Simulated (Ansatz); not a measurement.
# GaH5O: one structure at several levels

One table from this session's results is given with a row withheld; the runs are named, their logs left out.

Computed with Ansatz 0.2.0, Gaussian basis. Level: single points in def2-TZVPP.

Correlated methods freeze the cores. Filled d shells of the heavier atoms are correlated.

### The starting structure

7 atoms, charge 0, spin multiplicity 1.

Atoms are counted from 1 here; the program's logs count them from 0.

Bond lengths: Ga1–O2 2.118 Å, Ga1–H3 1.480 Å, Ga1–H4 1.562 Å, O2–H5 1.223 Å, O2–H7 1.038 Å. Angles: O2–Ga1–H3 116.2°, O2–Ga1–H4 111.5°, H3–Ga1–H4 128.2°, Ga1–O2–H5 73.2°, Ga1–O2–H7 154.4°, H5–O2–H7 131.7°.

Coordinates:

```xyz
7

Ga   -0.3045   -0.9214    0.2892
O    -0.2754    1.1161   -0.2868
H    -0.7232   -1.8877   -0.7501
H    -0.3858   -1.0770    1.8411
H     0.8715    0.7032   -0.3904
H     1.3996   -0.1032   -0.2366
H    -0.6780    2.0678   -0.3828
```

The first run:

File run/in.yaml:

```yaml
crystal:
  periodic: [false, false, false]
  atoms:
    - {symbol: Ga, position_ang: [-0.304500, -0.921400, 0.289200]}
    - {symbol: O, position_ang: [-0.275400, 1.116100, -0.286800]}
    - {symbol: H, position_ang: [-0.723200, -1.887700, -0.750100]}
    - {symbol: H, position_ang: [-0.385800, -1.077000, 1.841100]}
    - {symbol: H, position_ang: [0.871500, 0.703200, -0.390400]}
    - {symbol: H, position_ang: [1.399600, -0.103200, -0.236600]}
    - {symbol: H, position_ang: [-0.678000, 2.067800, -0.382800]}
basis:
  gaussian: {orbitals: def2-TZVPP}
correlation: {method: ccsd_t}
output: {forces: true}
```

No record of the launch command was kept for these runs.

Among the steps run: CCSD(T)/def2-TZVPP; PBE0-D4/def2-TZVPP; wB97M-V/def2-TZVPP; r2SCAN-D4/def2-TZVPP; PBE-D4/def2-TZVPP; BLYP-D4/def2-TZVPP; SPW92/def2-TZVPP.

One of the session's tables, all rows but one given; the rest of the session is left out.

```
   method  RMS force component (eV/Å)  angle to CCSD(T) forces (°)  dipole (D)
  CCSD(T)                       1.117                    reference        1.14
  PBE0-D4                       1.137                          3.5        1.12
  wB97M-V                           ?                            ?           ?
r2SCAN-D4                       1.079                          1.9        1.15
   PBE-D4                       1.002                          7.4        1.11
  BLYP-D4                       0.965                         10.3        1.09
    SPW92                       1.003                          9.8        1.14
```

**Question.** Estimate the row for wB97M-V.

As computed: RMS force component (eV/Å): 1.112; angle to CCSD(T) forces (°): 3.0; dipole (D): 1.15. In the column «RMS force component (eV/Å)» it lies between r2SCAN-D4 (1.079) and CCSD(T) (1.117).
